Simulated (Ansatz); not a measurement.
# FH₃NO₂Ta: vertical ionisation energy

How much energy removes an electron from FH₃NO₂Ta at fixed geometry? The cation is run at each level and the neutral's energy taken from earlier runs.

Method: unrestricted cation, the program's frozen cores in correlated methods; program: Ansatz 0.2.0, Gaussian basis.

The runs, in order: UKS PBE-D4/def2-TZVPP; UKS r2SCAN-D4/def2-TZVPP; UKS PBE0-D4/def2-TZVPP; UKS B3LYP-D4/def2-TZVPP; UKS wB97X-V/def2-TZVPP; UKS wB97M-V/def2-TZVPP; UKS B2PLYP/def2-TZVPP; UHF-CCSD(T)/def2-TZVPP; UHF-MP2/def2-QZVPP; extrapolation to the limit; then −ε(HOMO) from the neutral's earlier runs with LDA (SPW92), PBE-D4, revPBE-D4, BLYP-D4, r2SCAN-D4, B97M-V, PBE0-D4, B3LYP-D4, r2SCANh-D4, r2SCAN0-D4, HSE06-D4, BHLYP-D4, CAM-B3LYP-D4, LC-ωPBE, ωB97X-V, ωB97M-V.

1 further run of the same task is left out (for a known fault of the program).

### 1 Structure used throughout

All runs share one geometry, relaxed beforehand with PBE0-D4 in a triple-zeta def2 set. Ta takes the def2 core potential; no spin-orbit term is included.

SMILES `[NH2][Ta](=[O])([OH])[F]`, 8 atoms, charge 0, spin multiplicity 1.

Atoms are counted from 1 here; the program's logs count them from 0.

Bond lengths: N1–Ta2 1.971 Å, N1–H6 1.009 Å, N1–H7 1.010 Å, Ta2–O3 1.717 Å, Ta2–O4 1.905 Å, Ta2–F5 1.891 Å, O4–H8 0.957 Å. Angles: Ta2–N1–H6 124.4°, Ta2–N1–H7 125.0°, H6–N1–H7 110.5°, N1–Ta2–O3 104.8°, N1–Ta2–O4 110.3°, N1–Ta2–F5 111.1°, O3–Ta2–O4 111.0°, O3–Ta2–F5 110.4°, O4–Ta2–F5 109.3°, Ta2–O4–H8 131.2°.

### 2 Cation, UKS PBE-D4/def2-TZVPP

Contents of in.yaml:

```yaml
crystal:
  periodic: [false, false, false]
  atoms:
    - {symbol: N, position_ang: [-0.646597, 1.185426, 0.588464]}
    - {symbol: Ta, position_ang: [0.558913, -0.253308, -0.014140]}
    - {symbol: O, position_ang: [0.775164, -1.249907, 1.367387]}
    - {symbol: O, position_ang: [-0.240359, -1.229919, -1.440768]}
    - {symbol: F, position_ang: [2.220130, 0.446181, -0.587209]}
    - {symbol: H, position_ang: [-0.982264, 1.289784, 1.533825]}
    - {symbol: H, position_ang: [-1.050597, 1.891442, -0.010191]}
    - {symbol: H, position_ang: [-0.542292, -2.136698, -1.493267]}
basis:
  gaussian: {orbitals: def2-TZVPP}
total_charge: 1
magnetization: {spin_polarized: true, initial_magnetization: 1}
hamiltonian: {xc: pbe, dispersion: d4}
```

Started as:

```console
$ ansatz run in.yaml --threads 2 --pin off --events-out ev --progress --plain --max-ram 22528MiB --backend cpu
```

Further steps of the session: Cation, UKS r2SCAN-D4/def2-TZVPP; Cation, UKS PBE0-D4/def2-TZVPP; Cation, UKS B3LYP-D4/def2-TZVPP; Cation, UKS wB97X-V/def2-TZVPP; Cation, UKS wB97M-V/def2-TZVPP; Cation, UKS B2PLYP (frozen core)/def2-TZVPP; Cation, UHF-CCSD(T)/def2-TZVPP; Cation, UHF-MP2/def2-QZVPP.

**Question.** What will the summary of the whole plan be? Wanted: ionisation energy, CCSD(T)/CBS; nearest functional by difference; nearest −ε(HOMO); −ε(HOMO) of PBE; T1 of the cation.

**Answer**, as computed:

| quantity | value |
| --- | --- |
| ionisation energy, CCSD(T)/CBS | 10.76 eV |
| nearest functional by difference | ωB97X-V (-0.08 eV) |
| nearest −ε(HOMO) | ωB97M-V (-0.04 eV) |
| −ε(HOMO) of PBE | 6.86 eV |
| T1 of the cation | 0.025 |

**Reading.** Energy differences with functionals land within 0.52 eV of the reference. −ε(HOMO) of PBE misses by 3.9 eV, since self-interaction lifts the level. Among orbital estimates ωB97M-V comes nearest. Hartree-Fock falls 1.34 eV short, as the neutral has more correlation energy than the cation. Correlated methods include outer-core shells of Ta, which these sets cover unevenly.
